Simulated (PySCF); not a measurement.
# [OsOF3]+: how settings move a single point

Aim: repeat the single point on relaxed [OsOF3]+ with altered settings, some of them bad on purpose. The species was built from a template and needn't be a known compound.

Computed with PySCF 2.14.0. Level: B3LYP, Os def2-SVP with ECP60, O def2-SVP, F def2-SVP; scalar-relativistic core potentials, no spin–orbit coupling.

2 further runs of the same task are left out: 2 for a known fault of the program.

### Step 1. Starting geometry

5 atoms, charge 1, spin multiplicity 3.

Bond lengths: Os1–O2 1.655 Å, Os1–F3 1.829 Å, Os1–F4 1.822 Å, Os1–F5 1.822 Å. Angles: O2–Os1–F3 118.4°, O2–Os1–F4 112.5°, O2–Os1–F5 112.5°, F3–Os1–F4 93.7°, F3–Os1–F5 93.7°, F4–Os1–F5 123.5°.

As a file:

```
Os    0.0683    0.0401   -0.0352
O     1.0133    0.9816    0.9439
F    -1.1045   -1.1242    0.7482
F     1.0164   -1.2823   -0.8556
F    -1.2472    0.9945   -0.8594
```

Formal oxidation states: Os +6. An earlier session relaxed this geometry at B3LYP, Os def2-SVP with ECP60, O def2-SVP, F def2-SVP (triplet, point group Cs).

The sound run used a (50, 194) grid (finer on f atoms), a threshold of 1e-8 and at most 55 cycles, and ended at -464.800790 Eh.

### Step 2. Try 1

File run.py (the lines that set the calculation):

```python
mol = gto.M(atom='''
Os     0.07648     0.04497    -0.03947
O      1.13488     1.09937     1.05717
F     -1.23705    -1.25909     0.83800
F      1.13832    -1.43622    -0.95828
F     -1.39690     1.11383    -0.96252''',
    basis={'Os': 'def2-SVP', 'O': 'def2-SVP', 'F': 'def2-SVP'},
    ecp={'Os': 'def2-SVP'},
    charge=1, spin=2)
mf = dft.UKS(mol, xc='B3LYP')
mf.grids.atom_grid = (50, 194)
mf = mf.density_fit()  # fitting sets: Os def2-universal-JKFIT, O def2-universal-JKFIT, F def2-universal-JKFIT
mf.conv_tol = 1e-08; mf.max_cycle = 55
mf.kernel(dm0)  # dm0: free metal ions and neutral atoms
```

Run with:

```console
$ OMP_NUM_THREADS=2 python run.py
```

Standard output:

```text
init E= -469.987855897819
  HOMO = -0.538950577845  LUMO = -0.493799508219  gap/eV = 1.22862
cycle= 1 E= -464.590422358805  delta_E=  5.4  |g|= 0.574  |ddm|= 2.19
  HOMO = -0.626893772446  LUMO = -0.514901078801  gap/eV = 3.04748
cycle= 2 E= -464.140155509959  delta_E= 0.45  |g|=  1.2  |ddm|= 1.03
  HOMO = -0.650945168888  LUMO = -0.559406248518  gap/eV = 2.49090
cycle= 3 E= -464.534160094858  delta_E= -0.394  |g|= 0.627  |ddm|= 1.11
  HOMO = -0.625114517295  LUMO = -0.514197095615  gap/eV = 3.01822
cycle= 4 E= -464.664417776035  delta_E= -0.13  |g|= 0.269  |ddm|= 0.418
  HOMO = -0.618907878452  LUMO = -0.512275790291  gap/eV = 2.90161
cycle= 5 E= -464.691770378062  delta_E= -0.0274  |g|= 0.0866  |ddm|= 0.209
  HOMO = -0.621984540211  LUMO = -0.510173840739  gap/eV = 3.04252
cycle= 6 E= -464.694904346824  delta_E= -0.00313  |g|= 0.018  |ddm|= 0.0665
  HOMO = -0.621898973215  LUMO = -0.509623904819  gap/eV = 3.05516
cycle= 7 E= -464.69518281771  delta_E= -0.000278  |g|= 0.00924  |ddm|= 0.0267
  HOMO = -0.621996896226  LUMO = -0.509579326053  gap/eV = 3.05904
cycle= 8 E= -464.695271871249  delta_E= -8.91e-05  |g|= 0.00719  |ddm|= 0.015
  HOMO = -0.622580471955  LUMO = -0.509795967751  gap/eV = 3.06902
cycle= 9 E= -464.695456010692  delta_E= -0.000184  |g|= 0.00417  |ddm|= 0.032
  HOMO = -0.623112708058  LUMO = -0.509989645656  gap/eV = 3.07824
cycle= 10 E= -464.695617026045  delta_E= -0.000161  |g|= 0.00314  |ddm|= 0.0387
  HOMO = -0.623234996575  LUMO = -0.509934226095  gap/eV = 3.08307
cycle= 11 E= -464.695737263829  delta_E= -0.00012  |g|= 0.00311  |ddm|= 0.0381
  HOMO = -0.623315860844  LUMO = -0.509960960102  gap/eV = 3.08454
cycle= 12 E= -464.695766889036  delta_E= -2.96e-05  |g|= 0.00273  |ddm|= 0.0115
  HOMO = -0.623446217868  LUMO = -0.509768769938  gap/eV = 3.09332
cycle= 13 E= -464.695860173836  delta_E= -9.33e-05  |g|= 0.00167  |ddm|= 0.0517
  HOMO = -0.623457245741  LUMO = -0.50958004222  gap/eV = 3.09876
cycle= 14 E= -464.695878456047  delta_E= -1.83e-05  |g|= 0.000799  |ddm|= 0.0205
  HOMO = -0.623582051088  LUMO = -0.509625089105  gap/eV = 3.10093
cycle= 15 E= -464.695882859391  delta_E= -4.4e-06  |g|= 0.000433  |ddm|= 0.00932
  HOMO = -0.6235236813  LUMO = -0.509540078005  gap/eV = 3.10165
cycle= 16 E= -464.695883891688  delta_E= -1.03e-06  |g|= 0.00026  |ddm|= 0.00438
  HOMO = -0.623543236984  LUMO = -0.509533487404  gap/eV = 3.10236
cycle= 17 E= -464.695884094965  delta_E= -2.03e-07  |g|= 0.000462  |ddm|= 0.00425
  HOMO = -0.623545077277  LUMO = -0.509559014402  gap/eV = 3.10172
cycle= 18 E= -464.695884208505  delta_E= -1.14e-07  |g|= 0.000108  |ddm|= 0.00224
  HOMO = -0.623538927688  LUMO = -0.509556432163  gap/eV = 3.10162
cycle= 19 E= -464.695884243595  delta_E= -3.51e-08  |g|= 0.000113  |ddm|= 0.000949
  HOMO = -0.623535719382  LUMO = -0.509555214384  gap/eV = 3.10157
cycle= 20 E= -464.695884251008  delta_E= -7.41e-09  |g|= 2.53e-05  |ddm|= 0.000225
  HOMO = -0.623534353563  LUMO = -0.509554489369  gap/eV = 3.10155
Extra cycle  E= -464.69588425123  delta_E= -2.22e-10  |g|= 5.51e-05  |ddm|= 8.88e-05
converged SCF energy = -464.69588425123  <S^2> = 2.0363014  2S+1 = 3.0241041
```

It took 4.6 s on 2 threads of Arm Neoverse V1, shared host.

Changed: the scale of all coordinates (1.12). It converges in 20 cycles, +2.855 eV from the sound run, with a largest force component of 4.41 eV/Å. The setting is unsound, so these numbers aren't the compound's.

### Step 3. Try 2

File run.py (the lines that set the calculation):

```python
mol = gto.M(atom='''
Os     0.06828     0.04015    -0.03524
O      1.01329     0.98158     0.94390
F     -1.10450    -1.12419     0.74821
F      1.01635    -1.28234    -0.85561
F     -1.24724     0.99449    -0.85939''',
    basis={'Os': 'def2-SVP', 'O': 'def2-SVP', 'F': 'def2-SVP'},
    ecp={'Os': 'def2-SVP'},
    charge=1, spin=2)
mf = dft.UKS(mol, xc='B3LYP')
mf.grids.atom_grid = (15, 26)
mf = mf.density_fit()  # fitting sets: Os def2-universal-JKFIT, O def2-universal-JKFIT, F def2-universal-JKFIT
mf.conv_tol = 1e-08; mf.max_cycle = 55
mf.kernel(dm0)  # dm0: free metal ions and neutral atoms
```

Run with:

```console
$ OMP_NUM_THREADS=2 python run.py
```

Standard output:

```text
init E= -470.330556542336
  HOMO = -0.506001852468  LUMO = -0.456662177966  gap/eV = 1.34260
cycle= 1 E= -464.673898657304  delta_E= 5.66  |g|= 0.479  |ddm|= 2.24
  HOMO = -0.608913147707  LUMO = -0.562138453466  gap/eV = 1.27280
cycle= 2 E= -463.242472890226  delta_E= 1.43  |g|= 1.98  |ddm|= 1.44
  HOMO = -0.618923381941  LUMO = -0.498996545889  gap/eV = 3.26338
cycle= 3 E= -464.716398766945  delta_E= -1.47  |g|= 0.341  |ddm|= 1.31
  HOMO = -0.597875453541  LUMO = -0.482253179879  gap/eV = 3.14624
cycle= 4 E= -464.751921998299  delta_E= -0.0355  |g|= 0.132  |ddm|= 0.247
  HOMO = -0.583849408389  LUMO = -0.466036694315  gap/eV = 3.20585
cycle= 5 E= -464.755360780711  delta_E= -0.00344  |g|= 0.0918  |ddm|= 0.152
  HOMO = -0.593360331938  LUMO = -0.473770514016  gap/eV = 3.25420
cycle= 6 E= -464.758959940599  delta_E= -0.0036  |g|= 0.0137  |ddm|= 0.0707
  HOMO = -0.593816036505  LUMO = -0.473896692048  gap/eV = 3.26317
cycle= 7 E= -464.759082114097  delta_E= -0.000122  |g|= 0.0131  |ddm|= 0.0218
  HOMO = -0.594068109478  LUMO = -0.473684464452  gap/eV = 3.27581
cycle= 8 E= -464.759233939461  delta_E= -0.000152  |g|= 0.00433  |ddm|= 0.0242
  HOMO = -0.594264539869  LUMO = -0.473868613743  gap/eV = 3.27614
cycle= 9 E= -464.759281823494  delta_E= -4.79e-05  |g|= 0.00138  |ddm|= 0.019
  HOMO = -0.594227547074  LUMO = -0.473854471069  gap/eV = 3.27552
cycle= 10 E= -464.759289287574  delta_E= -7.46e-06  |g|= 0.000867  |ddm|= 0.00834
  HOMO = -0.594224428298  LUMO = -0.473810022367  gap/eV = 3.27664
cycle= 11 E= -464.759290638059  delta_E= -1.35e-06  |g|= 0.000236  |ddm|= 0.0035
  HOMO = -0.594259615187  LUMO = -0.473821887375  gap/eV = 3.27728
cycle= 12 E= -464.759290768931  delta_E= -1.31e-07  |g|= 8.07e-05  |ddm|= 0.00132
  HOMO = -0.594263373694  LUMO = -0.473825546139  gap/eV = 3.27728
cycle= 13 E= -464.759290773945  delta_E= -5.01e-09  |g|= 2.55e-05  |ddm|= 0.000139
  HOMO = -0.594263242483  LUMO = -0.473822812625  gap/eV = 3.27735
Extra cycle  E= -464.759290773326  delta_E= 6.19e-10  |g|= 5.9e-05  |ddm|= 6.77e-05
converged SCF energy = -464.759290773326  <S^2> = 2.008266  2S+1 = 3.0055056
```

It took 2.5 s on 2 threads of Arm Neoverse V1, shared host.

Changed: the integration grid, to (15, 26). It converges in 13 cycles, +1.129 eV from the sound run, with a largest force component of 1.31 eV/Å. The setting is unsound, so these numbers aren't the compound's.

### Step 4. Try 3

run.py (the lines that set the calculation): that of step 3 with these lines changed.

```diff
@@ -10,3 +10,3 @@
 mf = dft.UKS(mol, xc='B3LYP')
-mf.grids.atom_grid = (15, 26)
+mf.grids.atom_grid = (40, 110)
 mf = mf.density_fit()  # fitting sets: Os def2-universal-JKFIT, O def2-universal-JKFIT, F def2-universal-JKFIT
```

Run with:

```console
$ OMP_NUM_THREADS=2 python run.py
```

Standard output:

```text
init E= -470.388382112348
  HOMO = -0.503363475717  LUMO = -0.451907557959  gap/eV = 1.40019
cycle= 1 E= -464.718933208721  delta_E= 5.67  |g|= 0.473  |ddm|= 2.24
  HOMO = -0.614193437961  LUMO = -0.561339729599  gap/eV = 1.43822
cycle= 2 E= -463.37883635358  delta_E= 1.34  |g|= 1.93  |ddm|=  1.4
  HOMO = -0.61305599137  LUMO = -0.492621378074  gap/eV = 3.27719
cycle= 3 E= -464.760350606608  delta_E= -1.38  |g|= 0.331  |ddm|= 1.27
  HOMO = -0.591495332527  LUMO = -0.476124871205  gap/eV = 3.13939
cycle= 4 E= -464.794026395143  delta_E= -0.0337  |g|= 0.124  |ddm|= 0.239
  HOMO = -0.578436520712  LUMO = -0.461003857361  gap/eV = 3.19551
cycle= 5 E= -464.796769996123  delta_E= -0.00274  |g|= 0.0898  |ddm|= 0.144
  HOMO = -0.58703832675  LUMO = -0.468456318444  gap/eV = 3.22678
cycle= 6 E= -464.800128361417  delta_E= -0.00336  |g|= 0.0102  |ddm|= 0.0664
  HOMO = -0.587362431885  LUMO = -0.468480063519  gap/eV = 3.23495
cycle= 7 E= -464.800197708062  delta_E= -6.93e-05  |g|= 0.0101  |ddm|= 0.0177
  HOMO = -0.587319644468  LUMO = -0.468350910905  gap/eV = 3.23730
cycle= 8 E= -464.80025795393  delta_E= -6.02e-05  |g|= 0.00365  |ddm|= 0.0125
  HOMO = -0.587398218671  LUMO = -0.468522983016  gap/eV = 3.23476
cycle= 9 E= -464.800278957592  delta_E= -2.1e-05  |g|= 0.00113  |ddm|= 0.0106
  HOMO = -0.587337309749  LUMO = -0.468524214799  gap/eV = 3.23307
cycle= 10 E= -464.800282504678  delta_E= -3.55e-06  |g|= 0.00056  |ddm|= 0.00483
  HOMO = -0.58731651716  LUMO = -0.468495267185  gap/eV = 3.23329
cycle= 11 E= -464.800283365662  delta_E= -8.61e-07  |g|= 0.000199  |ddm|= 0.0027
  HOMO = -0.58733770208  LUMO = -0.468504236333  gap/eV = 3.23362
cycle= 12 E= -464.800283489119  delta_E= -1.23e-07  |g|= 8.3e-05  |ddm|= 0.00132
  HOMO = -0.58734108216  LUMO = -0.468508108484  gap/eV = 3.23361
cycle= 13 E= -464.800283492717  delta_E= -3.6e-09  |g|= 5.93e-05  |ddm|= 0.000151
  HOMO = -0.587340860598  LUMO = -0.468507187372  gap/eV = 3.23363
Extra cycle  E= -464.800283485004  delta_E= 7.71e-09  |g|= 0.000159  |ddm|= 0.000147
converged SCF energy = -464.800283485004  <S^2> = 2.0068681  2S+1 = 3.0045752
```

It took 3.2 s on 2 threads of Arm Neoverse V1, shared host.

Changed: the integration grid, to (40, 110). It converges in 13 cycles, +0.014 eV from the sound run, with a largest force component of 0.08 eV/Å. The setting is unsound, so these numbers aren't the compound's.

### Step 5. Try 4

run.py (the lines that set the calculation): that of step 4 with these lines changed.

```diff
@@ -10,5 +10,5 @@
 mf = dft.UKS(mol, xc='B3LYP')
-mf.grids.atom_grid = (40, 110)
+mf.grids.atom_grid = (50, 194)
 mf = mf.density_fit()  # fitting sets: Os def2-universal-JKFIT, O def2-universal-JKFIT, F def2-universal-JKFIT
 mf.conv_tol = 1e-08; mf.max_cycle = 55
-mf.kernel(dm0)  # dm0: free metal ions and neutral atoms
+mf.kernel(dm0)  # dm0: smeared density
```

Run with:

```console
$ OMP_NUM_THREADS=2 python run.py
```

Standard output:

```text
init E= -464.755055327473
  HOMO = -0.578220157549  LUMO = -0.470726935038  gap/eV = 2.92504
cycle= 1 E= -464.800330870519  delta_E= -0.0453  |g|= 0.0329  |ddm|= 0.17
  HOMO = -0.591841770131  LUMO = -0.473904971863  gap/eV = 3.20922
cycle= 2 E= -464.797251774997  delta_E= 0.00308  |g|= 0.0968  |ddm|= 0.0909
  HOMO = -0.587701445391  LUMO = -0.469294269358  gap/eV = 3.22202
cycle= 3 E= -464.800783389143  delta_E= -0.00353  |g|= 0.00338  |ddm|= 0.0645
  HOMO = -0.587036998573  LUMO = -0.46851212173  gap/eV = 3.22523
cycle= 4 E= -464.800775106491  delta_E= 8.28e-06  |g|= 0.00598  |ddm|= 0.00614
  HOMO = -0.587120160409  LUMO = -0.46835032916  gap/eV = 3.23189
cycle= 5 E= -464.800786682727  delta_E= -1.16e-05  |g|= 0.00264  |ddm|= 0.00518
  HOMO = -0.587405426888  LUMO = -0.46862438314  gap/eV = 3.23220
cycle= 6 E= -464.800789292052  delta_E= -2.61e-06  |g|= 0.000916  |ddm|= 0.00228
  HOMO = -0.587412063114  LUMO = -0.468612318669  gap/eV = 3.23271
cycle= 7 E= -464.800789632612  delta_E= -3.41e-07  |g|= 0.000304  |ddm|= 0.000819
  HOMO = -0.58740040226  LUMO = -0.468582819676  gap/eV = 3.23319
cycle= 8 E= -464.800789734088  delta_E= -1.01e-07  |g|= 8.58e-05  |ddm|= 0.000682
  HOMO = -0.587403767142  LUMO = -0.468586519085  gap/eV = 3.23318
cycle= 9 E= -464.800789753241  delta_E= -1.92e-08  |g|= 4.5e-05  |ddm|= 0.000376
  HOMO = -0.587402231822  LUMO = -0.468585874837  gap/eV = 3.23316
cycle= 10 E= -464.800789755241  delta_E= -2e-09  |g|= 4.68e-05  |ddm|= 0.00012
  HOMO = -0.587402502292  LUMO = -0.468586035872  gap/eV = 3.23316
Extra cycle  E= -464.800789750839  delta_E= 4.4e-09  |g|= 0.000125  |ddm|= 0.000121
converged SCF energy = -464.800789750839  <S^2> = 2.0068585  2S+1 = 3.0045688
```

Wall time 3.7 s (2 threads of Arm Neoverse V1, shared host).

Changed: the starting guess (smeared density). It converges in 10 cycles, at the sound run's energy within 0.001 eV, with a largest force component of 0.01 eV/Å. The result survives the change.

### Step 6. Try 5

run.py (the lines that set the calculation): that of step 5 with these lines changed.

```diff
@@ -12,3 +12,3 @@
 mf = mf.density_fit()  # fitting sets: Os def2-universal-JKFIT, O def2-universal-JKFIT, F def2-universal-JKFIT
-mf.conv_tol = 1e-08; mf.max_cycle = 55
-mf.kernel(dm0)  # dm0: smeared density
+mf.conv_tol = 1e-08; mf.max_cycle = 64
+mf.kernel(dm0)  # dm0: core Hamiltonian
```

Run with:

```console
$ OMP_NUM_THREADS=2 python run.py
```

Standard output:

```text
init E= -435.624900965083
cycle= 1 E= -371.267053536921  delta_E= 64.4  |g|= 12.1  |ddm|= 27.8
cycle= 2 E= -422.821679028373  delta_E= -51.6  |g|= 7.35  |ddm|= 28.4
cycle= 3 E= -442.760571459782  delta_E= -19.9  |g|=  6.7  |ddm|=  9.2
cycle= 4 E= -460.1978402076  delta_E= -17.4  |g|= 2.82  |ddm|= 6.69
cycle= 5 E= -458.228400859144  delta_E= 1.97  |g|= 3.52  |ddm|= 5.19
cycle= 6 E= -462.804608983215  delta_E= -4.58  |g|=  2.2  |ddm|= 3.21
  HOMO = -0.543065239748  LUMO = -0.514705245931  gap/eV = 0.77171
cycle= 7 E= -463.569665721659  delta_E= -0.765  |g|= 1.76  |ddm|= 1.59
  HOMO = -0.572206523166  LUMO = -0.520480614945  gap/eV = 1.40753
cycle= 8 E= -464.680621817243  delta_E= -1.11  |g|= 0.534  |ddm|= 1.14
  HOMO = -0.576094166852  LUMO = -0.458752180789  gap/eV = 3.19304
cycle= 9 E= -464.726776207645  delta_E= -0.0462  |g|= 0.431  |ddm|= 0.301
  HOMO = -0.580109609959  LUMO = -0.460064545148  gap/eV = 3.26659
cycle= 10 E= -464.76851069945  delta_E= -0.0417  |g|= 0.283  |ddm|= 0.103
  HOMO = -0.586801781933  LUMO = -0.466303550552  gap/eV = 3.27892
cycle= 11 E= -464.799835504247  delta_E= -0.0313  |g|= 0.049  |ddm|= 0.182
  HOMO = -0.5875150827  LUMO = -0.467837668672  gap/eV = 3.25659
cycle= 12 E= -464.800301917084  delta_E= -0.000466  |g|= 0.0352  |ddm|= 0.0485
  HOMO = -0.5877247959  LUMO = -0.468750085909  gap/eV = 3.23747
cycle= 13 E= -464.800776953116  delta_E= -0.000475  |g|= 0.00379  |ddm|= 0.0248
  HOMO = -0.587421381342  LUMO = -0.468523272478  gap/eV = 3.23538
cycle= 14 E= -464.800786593955  delta_E= -9.64e-06  |g|= 0.00165  |ddm|= 0.00537
  HOMO = -0.587494945237  LUMO = -0.468629372153  gap/eV = 3.23450
cycle= 15 E= -464.800788458471  delta_E= -1.86e-06  |g|= 0.00101  |ddm|= 0.00243
  HOMO = -0.587374140768  LUMO = -0.468569193789  gap/eV = 3.23285
cycle= 16 E= -464.800789547608  delta_E= -1.09e-06  |g|= 0.000342  |ddm|= 0.00255
  HOMO = -0.58740408845  LUMO = -0.468597338712  gap/eV = 3.23290
cycle= 17 E= -464.800789709224  delta_E= -1.62e-07  |g|= 0.000101  |ddm|= 0.000949
  HOMO = -0.587397520583  LUMO = -0.468580946506  gap/eV = 3.23316
cycle= 18 E= -464.800789749498  delta_E= -4.03e-08  |g|= 7.74e-05  |ddm|= 0.000657
  HOMO = -0.587402914613  LUMO = -0.468587397694  gap/eV = 3.23313
cycle= 19 E= -464.800789755068  delta_E= -5.57e-09  |g|= 3.37e-05  |ddm|= 0.000162
  HOMO = -0.58739856163  LUMO = -0.46858478812  gap/eV = 3.23309
Extra cycle  E= -464.800789753721  delta_E= 1.35e-09  |g|= 8.38e-05  |ddm|= 9.53e-05
converged SCF energy = -464.800789753721  <S^2> = 2.0068558  2S+1 = 3.004567
```

Run time: 4.8 s. Hardware: 2 threads of Arm Neoverse V1, shared host.

Changed: the starting guess (bare core Hamiltonian); the cycle limit is 64. It converges in 19 cycles, at the sound run's energy within 0.001 eV, with a largest force component of 0.00 eV/Å. The result survives the change.

### Step 7. Side by side

| run | changed | ending | energy change (eV) | cycles | time | usable |
| --- | --- | --- | --- | --- | --- | --- |
| 1 | the scale of all coordinates | converged | +2.855 | 20 | 4.6 s | no |
| 2 | the integration grid | converged | +1.129 | 13 | 2.5 s | no |
| 3 | the integration grid | converged | +0.014 | 13 | 3.2 s | no |
| 4 | the starting guess | converged | 0.000 | 10 | 3.7 s | yes |
| 5 | the starting guess | converged | 0.000 | 19 | 4.8 s | yes |

2 of 5 altered runs give a usable result. 3 ended normally with numbers unfit to quote.
